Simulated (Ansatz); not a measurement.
# Mg2IN: the cost of one run

Computed with Ansatz 0.2.0 (DFT PBE, scalar-relativistic, plane waves, PAW, unless a step's input says otherwise).

1 further run of the same task is left out (it didn't finish).

### Step 1. The structure to begin with

The structure is trigonal, space group R-3m (No. 166). The conventional cell has a = 3.321 Å, b = 3.321 Å, c = 18.009 Å, α = 90.00°, β = 90.00°, γ = 120.00°. Around Mg (site symmetry 3m) lie 3 N at 2.17 Å and 3 Cl at 2.76 Å. N (site symmetry -3m) is surrounded by 6 Mg at 2.17 Å. Around Cl (site symmetry -3m) lie 6 Mg at 2.76 Å.

Structure file:

```
CELL_PARAMETERS angstrom
1.66067 0.95879 6.00298
-1.66067 0.95879 6.00298
0.00000 -1.91757 6.00298
ATOMIC_POSITIONS crystal
Mg 0.22282 0.22282 0.22282
Mg 0.77718 0.77718 0.77718
N 0.50000 0.50000 0.50000
Cl 0.00000 0.00000 0.00000
```

The structure comes from the Materials Project (structure only).

### Step 2. Substitution of an element, cell strained: Cl → I, first probe

What differs from the listed cell: I takes all sites of Cl, and lengths are scaled by 1.049 as a first guess of the size; strain xx, yy, zz, yz, xz, xy = +0.5, +0.5, +0.5, +0.0, +0.0, +0.0 %.

input.yaml

```yaml
crystal:
  lattice:
    - [1.749791418, 1.0102425462, 6.3251452974]
    - [-1.749791418, 1.0102425462, 6.3251452974]
    - [0.0, -2.0204850925, 6.3251452974]
  atoms:
    - { symbol: Mg, position: [0.222815, 0.222815, 0.222815] }
    - { symbol: Mg, position: [0.777185, 0.777185, 0.777185] }
    - { symbol: "N", position: [0.5, 0.5, 0.5] }
    - { symbol: I, position: [0.0, 0.0, 0.0] }
basis:
  ecutwfc: 420
kpoints:
  mp_grid: { grid: [6, 6, 6] }
hamiltonian:
  xc: pbe
scf:
  occupations: { method: gaussian, width: 0.1 }
output:
  forces: true
  stress: true
  eigenvalues: true
```

Launch:

```sh
$ ansatz run input.yaml --threads 1 --pin off --max-ram 1331MiB --backend cpu --events-out ev --progress --plain --runs-dir out
```

What time and memory should one allow on 1 thread of an Arm CPU, shared host?

About 5.8 s, with a peak of 0.39 GiB.
